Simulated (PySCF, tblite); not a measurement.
**C3H10F2OSi3: geometry, infrared bands and NMR shifts**

What infrared bands and NMR shifts should C3H10F2OSi3 (`O=CC([SiH3])([SiH3])[SiH2]C(F)F`) show?

Programs: tblite 0.8.0 and PySCF 2.14.0, with density-fitted response routines of our own. Each step states its level of theory. These are calculated values for one molecule in the gas phase, unless marked as measured. Atoms count from 0, in the outputs and in this text.

**1. Starting geometry**

19 atoms, charge 0, multiplicity 1; geometry from: force field or distance geometry start.

Bonds of the start (Å): O0–C1 1.21, C1–C2 1.52, C2–Si3 1.86, C2–Si4 1.89, C2–Si5 1.84, Si5–C6 1.84, C6–F7 1.37, C6–F8 1.41, C1–H9 1.10, Si3–H10 1.47, Si3–H11 1.50, Si3–H12 1.45, Si4–H13 1.47, Si4–H14 1.45, Si4–H15 1.45, Si5–H16 1.48, Si5–H17 1.49, C6–H18 1.10.

**2. Relaxing the molecule with GFN2-xTB**

The job: settings as JSON, then the geometry in Å.

```
{"job": {"kind": "relax", "xc": "GFN2-xTB", "basis": "xTB"}, "charge": 0, "multiplicity": 1}
O     -0.946000    -0.231800    -2.649600
C     -1.438900    -0.185700    -1.546800
C     -0.587200    -0.105500    -0.285800
Si    -0.978800     1.434300     0.677400
Si    -1.049600    -1.540600     0.849200
Si     1.165300    -0.241600    -0.840200
C      2.367500     0.583200     0.279300
F      3.337700     1.306700    -0.359200
F      3.049500    -0.387700     1.037600
H     -2.522300    -0.217500    -1.346700
H     -0.155000     1.544600     1.886700
H     -2.389500     1.265000     1.152400
H     -0.918700     2.650800    -0.107800
H     -2.445600    -1.362300     1.261400
H     -0.221100    -1.525300     2.041800
H     -0.987300    -2.771900     0.079400
H      1.313400     0.251500    -2.231200
H      1.537900    -1.686100    -0.910300
H      1.858800     1.229300     1.004800
```

Command:

```
OMP_NUM_THREADS=1 python probes_run.py task.json out
```

One launch serves the whole session: the jobs run in the order shown.

**Question.** This job is followed by: GFN2-xTB harmonic vibrations, gas phase; GIAO PBE0/pcSseg-1 NMR shielding, non-relativistic, gas phase. Predict these results of the whole session: strongest single infrared mode (GFN2-xTB); zero-point energy (GFN2-xTB); 13C shifts against TMS (PBE0/pcSseg-1); 1H shifts against TMS (PBE0/pcSseg-1, means over atoms taken as alike); 17O shifts against H2O (PBE0/pcSseg-1); 29Si shifts against TMS (PBE0/pcSseg-1, means over atoms taken as alike); 19F shifts against CFCl3 (PBE0/pcSseg-1, means over atoms taken as alike).

The runs gave:

| quantity | value |
| --- | --- |
| strongest single infrared mode (GFN2-xTB) | 773 cm⁻¹, 654 km/mol |
| zero-point energy (GFN2-xTB) | 70.0 kcal/mol |
| 13C shifts against TMS (PBE0/pcSseg-1) | 212.9, 127.9, 28.8 ppm |
| 1H shifts against TMS (PBE0/pcSseg-1, means over atoms taken as alike) | 9.53, 6.36, 4.47, 4.20 ppm |
| 17O shifts against H2O (PBE0/pcSseg-1) | 654.9 ppm |
| 29Si shifts against TMS (PBE0/pcSseg-1, means over atoms taken as alike) | -52.4, -70.1 ppm |
| 19F shifts against CFCl3 (PBE0/pcSseg-1, means over atoms taken as alike) | -153.5 ppm |

**Reading.** The optimisation took 120 steps and gained 0.701 eV; among the close pairs (by a distance rule), Si5–C6 changed most, from 1.838 to 1.942 Å. All 51 modes are real, so the xTB geometry is a minimum. The strongest single mode, at 773 cm⁻¹, is spread over several atoms, H11, H10, H15, H13 among them. Unscaled tight-binding wavenumbers are off by several per cent, some by more. Its intensities can rank the bands wrongly. C1 (aldehyde carbonyl carbon) lies farthest downfield among carbon, at 212.9 ppm; the double bond to the heteroatom, with no lone-pair donor beside it, deshields it most. The most deshielded hydrogen is H9 (hydrogen on an aldehyde carbonyl carbon), at 9.53 ppm: the formyl region, downfield of aromatic protons. At PBE0/pcSseg-1: The widest tensor belongs to O0: span 1117 ppm, with a paramagnetic part of -722 ppm.
